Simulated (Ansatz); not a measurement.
**GaNH3+ (triplet): from Hartree-Fock to the top rungs, cc-pVDZ**

How much of the correlation energy of GaNH3+ (triplet) does each wave-function method recover here?

Method: cc-pVDZ, core rule «outside noble gas», up to 15 orbitals frozen; program: Ansatz 0.2.0, Gaussian basis.

To be run: UHF; CCSD(T) on ROHF; CCSD(T) on UHF; BCCD(T) on ROHF; CISD; CCSDT(Q) on ROHF; CCSDT(Q) on UHF.

23 further runs of the same task are left out: 2 for a known fault of the program, 8 that didn't finish, 13 set aside as unsound or not needed.

### 1 The system

The geometry is a PBE0/def2-TZVP stationary point (not a proven minimum) of the parent state, kept for this charge and spin. No spin-orbit coupling is included. The filled d shell of Ga may be among the frozen orbitals whatever the setting's name suggests; the logs give the count.

5 atoms, charge 1, spin multiplicity 3.

Atoms are counted from 1 here; the program's logs count them from 0.

Bond lengths: N1–Ga2 1.826 Å, N1–H3 1.008 Å, N1–H4 1.006 Å, Ga2–H5 1.594 Å. Angles: Ga2–N1–H3 123.9°, Ga2–N1–H4 124.2°, H3–N1–H4 111.9°, N1–Ga2–H5 116.9°.

### 2 UHF

in.yaml

```yaml
crystal:
  periodic: [false, false, false]
  atoms:
    - {symbol: N, position_ang: [0.000000, -0.077978, 1.481722]}
    - {symbol: Ga, position_ang: [0.000000, 0.038326, -0.340129]}
    - {symbol: H, position_ang: [0.000000, -0.949104, 1.989085]}
    - {symbol: H, position_ang: [0.000000, 0.715757, 2.099370]}
    - {symbol: H, position_ang: [0.000000, -1.334192, -1.151029]}
basis:
  gaussian: {orbitals: cc-pVDZ}
total_charge: 1
magnetization: {spin_polarized: true, initial_magnetization: 2}
hamiltonian: {xc: hf}
output: {orbitals: {seedname: orbitals}}
```

On the command line:

```sh
> ansatz run in.yaml --threads 1 --pin off --events-out ev --progress --plain --max-ram 2393MiB
```

After this run come: CCSD(T) on ROHF; CCSD(T) on UHF; BCCD(T) on ROHF; CISD; CCSDT(Q) on ROHF; CCSDT(Q) on UHF.

Q: Predict the results of all the runs planned. Wanted: UCCSDT(Q) below the RHF energy; RMP2 from UCCSDT(Q); UMP2 from UCCSDT(Q); RCCSD from UCCSDT(Q); RCCSD(T) from UCCSDT(Q); UCCSD(T) from UCCSDT(Q); RCCSDT(Q) from UCCSDT(Q); T1 diagnostic.

**Answer**, as computed:

| quantity | value |
| --- | --- |
| UCCSDT(Q) below the RHF energy | -5.8280 eV |
| RMP2 from UCCSDT(Q) | +918.9 meV |
| UMP2 from UCCSDT(Q) | +907.9 meV |
| RCCSD from UCCSDT(Q) | +134.1 meV |
| RCCSD(T) from UCCSDT(Q) | +32.0 meV |
| UCCSD(T) from UCCSDT(Q) | +23.8 meV |
| RCCSDT(Q) from UCCSDT(Q) | +8.1 meV |
| levels within 1 kcal/mol (43 meV) | RCCSD(T), UCCSD(T), BCCD(T), RCCSDT, UCCSDT, RCCSDT(Q) |
| T1 diagnostic | 0.019 |

What this shows: RCCSD(T) lands +32.0 meV from the yardstick (0.5 % of the correlation energy). These misses are within one basis, not against nature; the frozen cores of restricted and unrestricted runs differ, which can shift their rows.
